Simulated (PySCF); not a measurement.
# A gas-phase reaction: Ge2H7NO + Cl4Ge → Cl3Ge3H6NO + ClH

Computed with PySCF 2.14.0; each step states its level. No surroundings beyond the atoms listed, unless a continuum is named. Atoms count from 0, parts from 1.

## 1. Starting point

Each species was relaxed by itself at GFN2-xTB.

## 2. Reaction energy: PBE0-D3(BJ)/def2-SVP

The job: settings as JSON, then the geometry in Å.

```
{"job": {"kind": "react", "xc": "PBE0", "basis": "def2-SVP", "disp": "d3bj"}, "charge": 0, "multiplicity": 1}
-1 Ge2H7NO charge 0 multiplicity 1
O     -0.236420    -1.505760     0.604920
N      0.187890    -0.126360     0.374710
Ge     1.328600    -0.203150    -1.062020
Ge    -1.315540     0.896010     0.627330
H      0.176190    -1.761190     1.440730
H      2.424710    -1.106250    -0.584130
H      0.675920    -0.802230    -2.268590
H      1.802970     1.190610    -1.317950
H     -1.709430     0.586820     2.039560
H     -0.909280     2.322200     0.444890
H     -2.425600     0.509300    -0.299460

-1 Cl4Ge charge 0 multiplicity 1
Cl     0.389100    -1.530150     1.425930
Ge    -0.000000     0.000310     0.000120
Cl    -1.685120    -0.542450    -1.180190
Cl     1.698340     0.244610    -1.257950
Cl    -0.402320     1.827680     1.012090

+1 Cl3Ge3H6NO charge 0 multiplicity 1
Cl     1.186730    -2.074710    -1.614370
Ge    -0.796320    -1.930120    -0.909670
Cl    -1.342940    -3.543240     0.330050
Cl    -2.178300    -1.716690    -2.491890
O     -0.925900    -0.458450     0.133200
N      0.216390     0.440150     0.180120
Ge     1.078850     0.181470     1.770670
Ge    -0.213820     1.943790    -0.765500
H      0.171660     0.444110     2.935550
H      1.479120    -1.263900     1.748390
H      2.247190     1.111900     1.732650
H      0.984420     2.829720    -0.658020
H     -0.449330     1.451030    -2.162740
H     -1.457750     2.584950    -0.228440

+1 ClH charge 0 multiplicity 1
Cl     0.638510     0.003410    -0.002150
H     -0.638510    -0.003410     0.002150
```

Method: PBE0-D3(BJ)/def2-SVP reaction energy of separated species, gas phase.

Started as:

```bash
$ OMP_NUM_THREADS=1 python cluster_run.py task.json out
```

This one command runs all jobs of the session in turn.

**Question.** How long does this first job take on 1 thread of Intel Xeon at 2.70GHz, shared host, and how much memory does it need?

About 57 s, with a peak of 0.8 GiB.
